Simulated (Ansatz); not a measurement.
This script drives Ansatz 0.2.0, Python API.

`mass.py`:
```python
"""Band curvature masses of LuIO."""

import ansatz as az
import numpy as np

vectors = np.array([
    [3.8585, 0.0, 0.0],
    [0.0, 3.8585, 0.0],
    [0.0, 0.0, 9.189],
])
xtal = (
    az.Lattice.of(vectors)
    .atom("Lu", (0.0, 0.5, 0.38386))
    .atom("Lu", (0.5, 0.0, 0.61614))
    .atom("I", (0.5, 0.0, 0.17918))
    .atom("I", (0.0, 0.5, 0.82082))
    .atom("O", (0.0, 0.0, 0.5))
    .atom("O", (0.5, 0.5, 0.5))
)

setup = xtal.calculation()
setup = setup.functional(az.Functional.LDA).kpoints(density=2.5)
setup = setup.occupations("fixed")
# step 1: where the edges lie on the mesh
out = setup.band_table().run()
summary = out.report
levels = np.array(summary["eigenvalues_ev"])
filled = round(summary["n_electrons"] / 2)
edges = {"top filled band": (filled - 1, levels[:, filled - 1].argmax()), "lowest empty band": (filled, levels[:, filled].argmin())}
gap = levels[:, filled].min() - levels[:, filled - 1].max()
print(f"gap on the mesh {gap:.3f} eV")
if gap <= 0.05:
    print("no gap: band-edge masses have no meaning here")
    edges = {}
reciprocal = 2 * np.pi * np.linalg.inv(out.lattice.cell_ang).T
step = 0.04  # 1/A

# second differences give the curvature tensor; masses are hbar^2/m_e = 7.61996 eV A^2 over its eigenvalues
pairs = [(0, 1), (0, 2), (1, 2)]
moves = [sign * axis for axis in np.eye(3) for sign in (-1, 1)]
moves += [s1 * np.eye(3)[i] + s2 * np.eye(3)[j] for i, j in pairs for s1 in (1, -1) for s2 in (1, -1)]
for name, (band, index) in edges.items():
    together = int(np.sum(np.abs(levels[index] - levels[index, band]) < 2e-3))
    print(name, "at k =", np.round(summary["kpoints_frac"][index], 4), f"E = {levels[index, band]:.4f} eV, degeneracy {together}")
    centre = np.array(summary["kpoints_frac"][index]) @ reciprocal
    points = [centre] + [centre + step * move for move in moves]
    table = setup.band_structure(points, intervals=1, cartesian=True).run().band_structure().channels[0].eigenvalues_ev
    if together > 1:
        level = np.flatnonzero(np.abs(levels[index] - levels[index, band]) < 2e-3)
        along = (table[1, level] + table[2, level] - 2 * table[0, level]) / step ** 2
        print("  degenerate level, no single mass tensor; masses of its branches along x:", np.round(7.61996 / along, 3), "m_e")
        continue
    e = table[:, band]
    hessian = np.diag((e[1:7:2] + e[2:7:2] - 2 * e[0]) / step ** 2)
    for (i, j), (pp, pm, mp, mm) in zip(pairs, e[7:].reshape(3, 4)):
        hessian[i, j] = hessian[j, i] = (pp - pm - mp + mm) / (4 * step ** 2)
    curvatures, axes = np.linalg.eigh(hessian)
    slope = (e[2:7:2] - e[1:7:2]) / (2 * step)
    print("  slope (eV A):", np.round(slope, 3) + 0.0, "" if np.abs(slope).max() < 0.05 else "- no extremum here, so these are local curvatures and no band-edge masses")
    for curvature, axis in zip(curvatures, axes.T):
        print(f"  principal mass {7.61996 / curvature:8.3f} m_e along", np.round(axis, 2) + 0.0)
```

It is started by `python mass.py`. Estimate its wall time and peak memory on 1 thread of Arm Neoverse N1 (shared host).

It took about 53 s, with a peak of 0.49 GiB, for 3 runs of the engine.

```console
$ python mass.py
DeckWarning: basis.ecutwfc = 420 eV, auto-derived from the records' recommended cutoffs: set by Lu (normal level)
gap on the mesh 3.104 eV
top filled band at k = [0.  0.4 0. ] E = 9.3290 eV, degeneracy 1
  slope (eV A): [ 0.    -0.113  0.   ] - no extremum here, so these are local curvatures and no band-edge masses
  principal mass   -0.241 m_e along [-1.  0.  0.]
  principal mass   -2.463 m_e along [0. 1. 0.]
  principal mass   -4.037 m_e along [0. 0. 1.]
lowest empty band at k = [0. 0. 0.] E = 12.4334 eV, degeneracy 1
  slope (eV A): [0. 0. 0.]
  principal mass    2.355 m_e along [0. 0. 1.]
  principal mass    0.284 m_e along [-0.41  0.91  0.  ]
  principal mass    0.284 m_e along [-0.91 -0.41  0.  ]
```
(Warnings from the package without file and line.)

Reading the output:
- Along an axis with an odd division the mesh misses the point at one half; a gap read on a finite mesh is an upper bound on this functional's gap.
- Semilocal gaps usually lie well under measured ones.
- The starting cell is as deposited in a crystallographic database; the results hold for this polymorph, which needn't be the stable one.
- Levels are Kohn-Sham eigenvalues on this mesh, without spin-orbit coupling.
- The masses are finite-difference curvatures at extrema found on a coarse mesh, which needn't be the true band edges; a step that is long against the gap makes them too heavy. Negative values are curvatures of valence bands (the hole mass is their size). Spin-orbit coupling is left out, and light masses scale with the Kohn-Sham gap.

(Lines on the test bed's own set-up are left out of the output.)
